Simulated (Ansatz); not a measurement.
**CH4Cl2InN: one species, many methods**

The task here is to estimate one member of a computed series from the others.

Computed with Ansatz 0.2.0, Gaussian basis. Level: functionals in def2-TZVPP, the program's frozen cores in correlated methods.

The runs, in order: LDA (SPW92), PBE-D4, revPBE-D4, BLYP-D4, r2SCAN-D4, B97M-V, PBE0-D4, B3LYP-D4, r2SCANh-D4, r2SCAN0-D4, HSE06-D4, BHLYP-D4, CAM-B3LYP-D4, LC-ωPBE, ωB97X-V, ωB97M-V, B2PLYP, PBE-QIDH; CCSD(T)/def2-SVP; CCSD(T)/def2-TZVPP; MP2/def2-QZVPP; extrapolation to the limit; RPA on PBE.

## The geometry

All runs share one geometry, relaxed beforehand with PBE0-D4 in a triple-zeta def2 set. In takes the def2 core potential; no spin-orbit term is included.

SMILES `C[NH][In]([Cl])[Cl]`, 9 atoms, charge 0, spin multiplicity 1.

Atoms are counted from 1 here; the program's logs count them from 0.

Bond lengths: C1–N2 1.449 Å, C1–H6 1.096 Å, C1–H7 1.092 Å, C1–H8 1.097 Å, N2–In3 1.987 Å, N2–H9 1.008 Å, In3–Cl4 2.311 Å, In3–Cl5 2.307 Å. Angles: N2–C1–H6 110.7°, N2–C1–H7 110.2°, N2–C1–H8 113.4°, H6–C1–H7 107.0°, H6–C1–H8 108.0°, H7–C1–H8 107.4°, C1–N2–In3 124.9°, C1–N2–H9 113.8°, In3–N2–H9 116.9°, N2–In3–Cl4 119.3°, N2–In3–Cl5 122.3°, Cl4–In3–Cl5 118.2°.

As a file:

| atom | x (Å) | y (Å) | z (Å) |
| --- | --- | --- | --- |
| C1 | -0.2606 | -1.1855 | 0.7220 |
| N2 | 0.3811 | 0.1051 | 0.5764 |
| In3 | 0.2053 | 1.2900 | -1.0085 |
| Cl4 | -0.6334 | 0.4238 | -2.9795 |
| Cl5 | 0.9832 | 3.4619 | -1.0172 |
| H6 | 0.4049 | -1.8937 | 1.2281 |
| H7 | -0.4877 | -1.6059 | -0.2600 |
| H8 | -1.2006 | -1.1433 | 1.2854 |
| H9 | 0.6077 | 0.5476 | 1.4533 |

The first run:

Input file in.yaml:

```yaml
crystal:
  periodic: [false, false, false]
  atoms:
    - {symbol: C, position_ang: [-0.260576, -1.185546, 0.721958]}
    - {symbol: N, position_ang: [0.381053, 0.105055, 0.576409]}
    - {symbol: In, position_ang: [0.205345, 1.290034, -1.008463]}
    - {symbol: Cl, position_ang: [-0.633431, 0.423830, -2.979511]}
    - {symbol: Cl, position_ang: [0.983232, 3.461925, -1.017177]}
    - {symbol: H, position_ang: [0.404941, -1.893728, 1.228108]}
    - {symbol: H, position_ang: [-0.487677, -1.605878, -0.260002]}
    - {symbol: H, position_ang: [-1.200624, -1.143277, 1.285371]}
    - {symbol: H, position_ang: [0.607737, 0.547585, 1.453307]}
basis:
  gaussian: {orbitals: def2-TZVPP}
hamiltonian: {xc: lda}
output: {orbitals: {seedname: orbitals}}
```

Run with:

```
ansatz run in.yaml --threads 4 --pin off --events-out ev --progress --plain --max-ram 10444MiB
```

Steps of the session up to this table: LDA; PBE-D4 (GGA); revPBE-D4 (GGA); BLYP-D4 (GGA); r2SCAN-D4 (meta-GGA); B97M-V (meta-GGA); PBE0-D4 (hybrid); B3LYP-D4 (hybrid); r2SCANh-D4 (hybrid); r2SCAN0-D4 (hybrid); HSE06-D4 (hybrid); BHLYP-D4 (hybrid); CAM-B3LYP-D4 (range-separated); LC-ωPBE (range-separated); ωB97X-V (range-separated); ωB97M-V (range-separated); B2PLYP (double hybrid); PBE-QIDH (double hybrid).

One table of the session follows, with a row left open; its other results are not shown here.

It belongs to the step «Frontier levels by functional». 

```
  functional  HOMO (eV)  LUMO (eV)  gap (eV)
 LDA (SPW92)      -6.06      -3.17      2.89
      PBE-D4      -5.88      -2.87      3.01
   revPBE-D4          ?          ?         ?
     BLYP-D4      -5.77      -2.82      2.95
   r2SCAN-D4      -6.14      -2.67      3.47
      B97M-V      -6.20      -2.74      3.47
     PBE0-D4      -7.18      -1.99      5.19
    B3LYP-D4      -6.97      -2.30      4.67
  r2SCANh-D4      -6.63      -2.35      4.27
  r2SCAN0-D4      -7.37      -1.87      5.49
    HSE06-D4      -6.78      -2.36      4.42
    BHLYP-D4      -8.43      -1.12      7.31
CAM-B3LYP-D4      -8.58      -1.03      7.56
     LC-ωPBE      -9.95       0.27     10.22
     ωB97X-V      -9.59       0.08      9.67
     ωB97M-V      -9.49      -0.07      9.42
```

**Question.** Estimate the row for revPBE-D4.

The run gave: HOMO (eV): -5.81; LUMO (eV): -2.75; gap (eV): 3.06. In the column «HOMO (eV)» it lies between PBE-D4 (-5.88) and BLYP-D4 (-5.77).
